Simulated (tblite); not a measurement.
# CH11PSi3: the cost of one run

Programs: PySCF 2.14.0 with density-fitted response routines of our own, and tblite 0.8.0. All values are computed, except where a source is named. Atoms count from 0 throughout.

### Step 1. The starting structure

16 atoms, charge 0, multiplicity 1; geometry from: force field or distance geometry start.

Bonds of the start (Å): C2–H10 1.10, C2–H11 1.09, C2–Si3 1.83, P4–H14 1.43, P4–H15 1.42, Si0–H5 1.49, Si0–H6 1.49, Si0–H7 1.49, Si0–Si1 2.30, Si1–C2 1.85, Si1–H8 1.48, Si1–H9 1.50, Si3–H12 1.48, Si3–H13 1.49, Si3–P4 2.21.

### Step 2. GFN2-xTB relaxation, start minimum

The job: settings as JSON, then the geometry in Å.

```
{"job": {"xc": "GFN2-xTB", "basis": "xTB", "kind": "relax"}, "charge": 0, "multiplicity": 1}
Si    -2.424200     1.044200     0.600300
Si    -1.396500    -1.005800     0.393600
C      0.168400    -0.918600    -0.597000
Si     1.462600    -0.105800     0.417400
P      3.335800     0.003100    -0.756000
H     -2.657100     1.630000    -0.751600
H     -3.741600     0.913300     1.288600
H     -1.567600     1.981500     1.384900
H     -2.324100    -1.936700    -0.289800
H     -1.139000    -1.609200     1.746400
H     -0.017400    -0.362200    -1.530300
H      0.469100    -1.927400    -0.886200
H      1.086900     1.279500     0.787400
H      1.759100    -0.881000     1.658000
H      2.929300     1.047300    -1.637300
H      4.048700     0.856700     0.123900
```

On the command line:

```console
> OMP_NUM_THREADS=1 python ens_run.py task.json out
```

The driver reads the study from task.json and runs its stages one after another.

Q: Estimate the wall time of this first job on 1 thread of Intel Xeon Platinum 8375C at 2.90GHz, shared host.

About 2.3 s.
